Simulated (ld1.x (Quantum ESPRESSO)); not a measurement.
# A PAW potential for Cu, from input to tests, part 2 of 2

Aim: build the potential from the settings below, then test how well it stands in for the atom: other configurations, scattering, ghost states and the plane-wave cutoff that it needs.

ld1.x (Quantum ESPRESSO) 7.5; PBE, scalar-relativistic. Earlier steps stand in the parts before.

## 3. Transferability test

Input file Cu.test.in:

```
 &input
   title='Cu', zed=29., rel=1, dft='PBE', iswitch=2,
   config='[Ar] 3d9 4s0 4p0'
 /
 &test
   file_pseudo='Cu.UPF', nconf=8,
   configts(1)='3s2 3p6 3d9 4s0 4p0',
   configts(2)='3s2 3p6 3d10 4s1 4p0',
   configts(3)='3s2 3p6 3d10 4s0 4p0',
   configts(4)='3s2 3p6 3d8 4s0 4p0',
   configts(5)='3s2 3p6 3d7 4s0 4p0',
   configts(6)='3s2 3p5 3d10 4s1 4p0',
   configts(7)='3s2 3p6 3d10 4s0 4p1',
   configts(8)='3s2 3p6 3d9 4s1 4p0'
 /
```

Launch:

```sh
$ ld1.x < Cu.test.in > Cu.test.out
```

Cu.test.out, the pseudopotential blocks:

```text
     ---------------------- Testing the pseudopotential ----------------------

     Cu
     scalar relativistic calculation

     atomic number is 29.00   valence charge is 19.00
     dft =SLA  PW   PBX  PBC   lsd =0 sic =0 latt =0  beta=0.20 tr2=1.0E-14
     mesh =1199 r(mesh) = 100.25372 xmin = -7.00 dx = 0.01250

     n l     nl             e AE (Ry)        e PS (Ry)    De AE-PS (Ry)
     1 0     3S   1( 2.00)      -10.31083      -10.31083        0.00001
     2 1     3P   1( 6.00)       -7.17487       -7.17489        0.00002
     3 2     3D   1( 9.00)       -2.17762       -2.17764        0.00002
     2 0     4S   1( 0.00)       -1.64243       -1.64243       -0.00000
     3 1     4P   1( 0.00)       -1.12816       -1.12814       -0.00002

     eps = 2.7E-15  iter =  4

     Etot =   -3307.534761 Ry,   -1653.767381 Ha,  -45001.302955 eV
     Etotps =  -484.447794 Ry,    -242.223897 Ha,   -6591.248025 eV

     Ekin =     436.287350 Ry,     218.143675 Ha,    5935.991798 eV
     Encl =   -1107.137084 Ry,    -553.568542 Ha,  -15063.367412 eV
     Ehrt =     320.149530 Ry,     160.074765 Ha,    4355.856264 eV
     Ecxc =    -133.747591 Ry,     -66.873795 Ha,   -1819.728675 eV
     (Ecc =     -17.033974 Ry,      -8.516987 Ha,    -231.759020 eV)

     ---------------------- End of pseudopotential test ----------------------

     ---------------------- Testing the pseudopotential ----------------------

     Cu
     [...]
     n l     nl             e AE (Ry)        e PS (Ry)    De AE-PS (Ry)
     1 0     3S   1( 2.00)       -8.43051       -8.43078        0.00026
     2 1     3P   1( 6.00)       -5.30241       -5.30251        0.00009
     3 2     3D   1(10.00)       -0.37027       -0.37027       -0.00000
     2 0     4S   1( 1.00)       -0.33878       -0.33892        0.00014
     3 1     4P   1( 0.00)       -0.05121       -0.05126        0.00006

     eps = 1.5E-15  iter = 11

     Etot =   -3309.701531 Ry,   -1654.850765 Ha,  -45030.783357 eV
     Etotps =  -486.614809 Ry,    -243.307404 Ha,   -6620.731754 eV
     dEtot_ae =      -2.166770 Ry
     dEtot_ps =      -2.167014 Ry,   Delta E=       0.000245 Ry

     [...]
     ---------------------- End of pseudopotential test ----------------------

     ---------------------- Testing the pseudopotential ----------------------

     Cu
     [...]
     n l     nl             e AE (Ry)        e PS (Ry)    De AE-PS (Ry)
     1 0     3S   1( 2.00)       -9.06400       -9.06400        0.00000
     2 1     3P   1( 6.00)       -5.93825       -5.93834        0.00009
     3 2     3D   1(10.00)       -1.00387       -1.00391        0.00004
     2 0     4S   1( 0.00)       -0.87409       -0.87401       -0.00008
     3 1     4P   1( 0.00)       -0.48142       -0.48144        0.00002

     eps = 8.3E-16  iter = 16

     Etot =   -3309.102669 Ry,   -1654.551334 Ha,  -45022.635421 eV
     Etotps =  -486.015849 Ry,    -243.007924 Ha,   -6612.582492 eV
     dEtot_ae =      -1.567907 Ry
     dEtot_ps =      -1.568054 Ry,   Delta E=       0.000147 Ry

     [...]
     ---------------------- End of pseudopotential test ----------------------

     ---------------------- Testing the pseudopotential ----------------------

     Cu
     [...]
     n l     nl             e AE (Ry)        e PS (Ry)    De AE-PS (Ry)
     1 0     3S   1( 2.00)      -11.81043      -11.81055        0.00012
     2 1     3P   1( 6.00)       -8.65850       -8.65825       -0.00025
     3 2     3D   1( 8.00)       -3.59499       -3.59467       -0.00032
     2 0     4S   1( 0.00)       -2.53770       -2.53842        0.00072
     3 1     4P   1( 0.00)       -1.91536       -1.91609        0.00073

     eps = 7.2E-15  iter = 13

     Etot =   -3304.666857 Ry,   -1652.333428 Ha,  -44962.283127 eV
     Etotps =  -481.579805 Ry,    -240.789902 Ha,   -6552.227037 eV
     dEtot_ae =       2.867905 Ry
     dEtot_ps =       2.867990 Ry,   Delta E=      -0.000085 Ry

     [...]
     ---------------------- End of pseudopotential test ----------------------

     ---------------------- Testing the pseudopotential ----------------------

     Cu
     [...]
     n l     nl             e AE (Ry)        e PS (Ry)    De AE-PS (Ry)
     1 0     3S   1( 2.00)      -13.50856      -13.50898        0.00042
     2 1     3P   1( 6.00)      -10.33679      -10.33580       -0.00100
     3 2     3D   1( 7.00)       -5.21378       -5.21216       -0.00162
     2 0     4S   1( 0.00)       -3.53893       -3.54273        0.00380
     3 1     4P   1( 0.00)       -2.81949       -2.82491        0.00542  !

     eps = 9.9E-15  iter = 16

     Etot =   -3300.278327 Ry,   -1650.139164 Ha,  -44902.574139 eV
     Etotps =  -477.191812 Ry,    -238.595906 Ha,   -6492.525358 eV
     dEtot_ae =       7.256434 Ry
     dEtot_ps =       7.255982 Ry,   Delta E=       0.000452 Ry

     [...]
     ---------------------- End of pseudopotential test ----------------------

     ---------------------- Testing the pseudopotential ----------------------

     Cu
     [...]
     n l     nl             e AE (Ry)        e PS (Ry)    De AE-PS (Ry)
     1 0     3S   1( 2.00)       -9.58993       -9.59060        0.00067
     2 1     3P   1( 5.00)       -6.45223       -6.45278        0.00055
     3 2     3D   1(10.00)       -1.44585       -1.44546       -0.00039
     2 0     4S   1( 1.00)       -1.00631       -1.00665        0.00035
     3 1     4P   1( 0.00)       -0.56762       -0.56768        0.00006

     eps = 4.0E-16  iter = 14

     Etot =   -3303.855838 Ry,   -1651.927919 Ha,  -44951.248655 eV
     Etotps =  -480.766507 Ry,    -240.383253 Ha,   -6541.161553 eV
     dEtot_ae =       3.678923 Ry
     dEtot_ps =       3.681288 Ry,   Delta E=      -0.002365 Ry

     [...]
     ---------------------- End of pseudopotential test ----------------------

     ---------------------- Testing the pseudopotential ----------------------

     Cu
     [...]
     n l     nl             e AE (Ry)        e PS (Ry)    De AE-PS (Ry)
     1 0     3S   1( 2.00)       -8.58689       -8.58696        0.00007
     2 1     3P   1( 6.00)       -5.46003       -5.46015        0.00011
     3 2     3D   1(10.00)       -0.52571       -0.52576        0.00005
     2 0     4S   1( 0.00)       -0.44612       -0.44609       -0.00004
     3 1     4P   1( 1.00)       -0.12603       -0.12605        0.00002

     eps = 2.4E-15  iter = 15

     Etot =   -3309.397502 Ry,   -1654.698751 Ha,  -45026.646835 eV
     Etotps =  -486.310730 Ry,    -243.155365 Ha,   -6616.594552 eV
     dEtot_ae =      -1.862741 Ry
     dEtot_ps =      -1.862935 Ry,   Delta E=       0.000195 Ry

     [...]
     ---------------------- End of pseudopotential test ----------------------

     ---------------------- Testing the pseudopotential ----------------------

     Cu
     [...]
     n l     nl             e AE (Ry)        e PS (Ry)    De AE-PS (Ry)
     1 0     3S   1( 2.00)       -9.50984       -9.50992        0.00007
     2 1     3P   1( 6.00)       -6.37323       -6.37285       -0.00038
     3 2     3D   1( 9.00)       -1.38593       -1.38545       -0.00047
     2 0     4S   1( 1.00)       -0.99920       -0.99966        0.00046
     3 1     4P   1( 0.00)       -0.56486       -0.56492        0.00005

     eps = 1.6E-15  iter = 12

     Etot =   -3308.850568 Ry,   -1654.425284 Ha,  -45019.205425 eV
     Etotps =  -485.763967 Ry,    -242.881984 Ha,   -6609.155471 eV
     dEtot_ae =      -1.315807 Ry
     dEtot_ps =      -1.316173 Ry,   Delta E=       0.000366 Ry

     [...]
     ---------------------- End of pseudopotential test ----------------------
```

Energies count from the reference configuration 3s2 3p6 3d9 4s0 4p0; the error is all-electron less pseudo.

| valence configuration | charge | ΔE all-electron (eV) | error AE − PS (meV) |
| --- | --- | --- | --- |
| 3s2 3p6 3d10 4s1 4p0 | 0 | -29.480 | +3.3 |
| 3s2 3p6 3d10 4s0 4p0 | +1 | -21.332 | +2.0 |
| 3s2 3p6 3d8 4s0 4p0 | +3 | 39.020 | -1.2 |
| 3s2 3p6 3d7 4s0 4p0 | +4 | 98.729 | +6.1 |
| 3s2 3p5 3d10 4s1 4p0 | +1 | 50.054 | -32 |
| 3s2 3p6 3d10 4s0 4p1 | 0 | -25.344 | +2.7 |
| 3s2 3p6 3d9 4s1 4p0 | +1 | -17.902 | +5.0 |

## 4. Does it scatter like the atom?

Taken from the files of the generation run. The phase is arctan(r·u′/u) with u = r·R, unwrapped, with energies in Ry. A pole is an energy at which the radial function vanishes at the test radius. The pseudo phase is shifted by a multiple of π to meet the all-electron one at the reference energy. Levels narrower than the energy grid can be missing from the poles. The last column is the largest difference on the grid between −1 and +1 Ry.

| channel | radius (bohr) | reference (Ry) | poles AE | poles PS | window around the reference with phases within 0.05 rad (Ry) | largest difference near zero (rad) |
| --- | --- | --- | --- | --- | --- | --- |
| s | 1.35 | -1.64 | -9.61 | -9.61 | the whole range | 0.000 |
| p | 1.35 | -1.13 | -6.24 | -6.24 | below 2.5 | 0.006 |
| d | 1.35 | -2.18 | -0.76 | -0.76 | the whole range | 0.000 |

Phases (rad) along the scan:

```
E (Ry)    p AE    p PS    d AE    d PS
-12.00   1.282   1.279   1.342   1.342
-11.52   1.266   1.263   1.337   1.337
-11.04   1.246   1.244   1.330   1.331
-10.56   1.222   1.218   1.324   1.324
-10.08   1.188   1.185   1.316   1.316
 -9.60   1.139   1.136   1.308   1.308
 -9.12   1.061   1.057   1.299   1.299
 -8.64   0.911   0.906   1.289   1.289
 -8.16   0.534   0.527   1.278   1.278
 -7.68  -0.469  -0.472   1.264   1.264
 -7.20  -1.203  -1.203   1.249   1.249
 -6.72  -1.456  -1.456   1.231   1.231
 -6.24  -1.571  -1.571   1.209   1.209
 -5.76  -1.638  -1.639   1.181   1.181
 -5.28  -1.684  -1.685   1.145   1.145
 -4.80  -1.718  -1.719   1.096   1.096
 -4.32  -1.747  -1.748   1.024   1.024
 -3.84  -1.773  -1.774   0.907   0.907
 -3.36  -1.797  -1.797   0.686   0.686
 -2.88  -1.820  -1.820   0.198   0.197
 -2.40  -1.843  -1.843  -0.619  -0.620
 -1.92  -1.867  -1.868  -1.158  -1.158
 -1.44  -1.894  -1.894  -1.403  -1.403
 -0.96  -1.922  -1.922  -1.532  -1.532
 -0.48  -1.955  -1.955  -1.615  -1.615
  0.00  -1.992  -1.993  -1.674  -1.674
  0.48  -2.035  -2.038  -1.721  -1.722
  0.96  -2.087  -2.093  -1.763  -1.763
  1.44  -2.151  -2.163  -1.801  -1.801
  1.92  -2.231  -2.254  -1.839  -1.839
  2.40  -2.334  -2.379  -1.879  -1.879
  2.88  -2.468  -2.554  -1.923  -1.922
  3.36  -2.644  -2.803  -1.972  -1.971
  3.84  -2.870  -3.135  -2.030  -2.029
  4.32  -3.138  -3.508  -2.101  -2.099
  4.80  -3.418  -3.837  -2.192  -2.188
```

## 5. Cutoff and ghost test in a Bessel basis

A separate test, outside the generator: the pseudo-atom's Hamiltonian at the reference potential is diagonalised in spherical Bessel functions j_l(qr) that vanish at 20 bohr, with q² up to the cutoff.

All-electron valence levels (Ry): 3s -10.3108, 4s -1.6424, 3p -7.1749, 4p -1.1282, 3d -2.1776. The lowest levels of each channel (Ry) by cutoff; the last column sums, over occupied levels, occupation times the distance from the level at 400 Ry. A positive value at high cutoff is not a bound level.

```
cutoff (Ry)      s #1     s #2     p #1     p #2     d #1     f #1  Σ f·Δε (mRy)
          8   -9.1812  -1.3494  -3.5920  -0.7840  -0.6650  -0.2679       37371.1
         21  -10.2457  -1.5357  -6.3873  -1.0090  -0.7731  -0.2681       17497.5
         50  -10.3101  -1.6353  -7.1552  -1.0961  -1.6184  -0.2681        5153.3
         90  -10.3108  -1.6422  -7.1739  -1.1263  -2.1531  -0.2681         227.4
        160  -10.3109  -1.6424  -7.1748  -1.1281  -2.1768  -0.2681           8.6
        180  -10.3109  -1.6425  -7.1749  -1.1281  -2.1773  -0.2681           3.5
        260  -10.3109  -1.6425  -7.1749  -1.1282  -2.1776  -0.2681           0.8
        350  -10.3109  -1.6425  -7.1749  -1.1282  -2.1777  -0.2681           0.1
        400  -10.3109  -1.6425  -7.1749  -1.1282  -2.1777  -0.2681           0.0
```

The sum stays within 10 mRy from 160 Ry and within 1 mRy from 260 Ry. The sum leaves out empty levels, which can need more. Ghost test: no level below the all-electron spectrum of its channel (s, p, d, f tested).

## 6. Outcome

The summary covers parts 1 to 2.

```
                                                quantity                              value
               cutoffs for 10 and 1 mRy, occupied levels                  160 Ry and 260 Ry
                                            bound ghosts                         none found
                            largest test error (AE − PS)  -32 meV, for 3s2 3p5 3d10 4s1 4p0
largest phase difference near zero energy, channels read                          0.006 rad
         lowest eigenvalue of the overlap (Bessel basis)                          0.088 (s)
```

The worst unpolarised test, 3s2 3p5 3d10 4s1 4p0, is off by 32 meV on 50.1 eV; by total energies transferability rates as fair. That test lies far up in energy; among those under 40 eV, nearer to bonding, the largest error is 5.0 meV. The potential is very hard: the looser tolerance needs 160 Ry. The slowest occupied level is 3d: taken alone it needs 160 Ry to come within 1 mRy, against 100 Ry for 3p. The Bessel-basis test finds no level below the valence levels. Near zero energy the phases of the channels with partial waves agree within 0.006 rad. These are tests on the free atom; a crystal test is still owed.
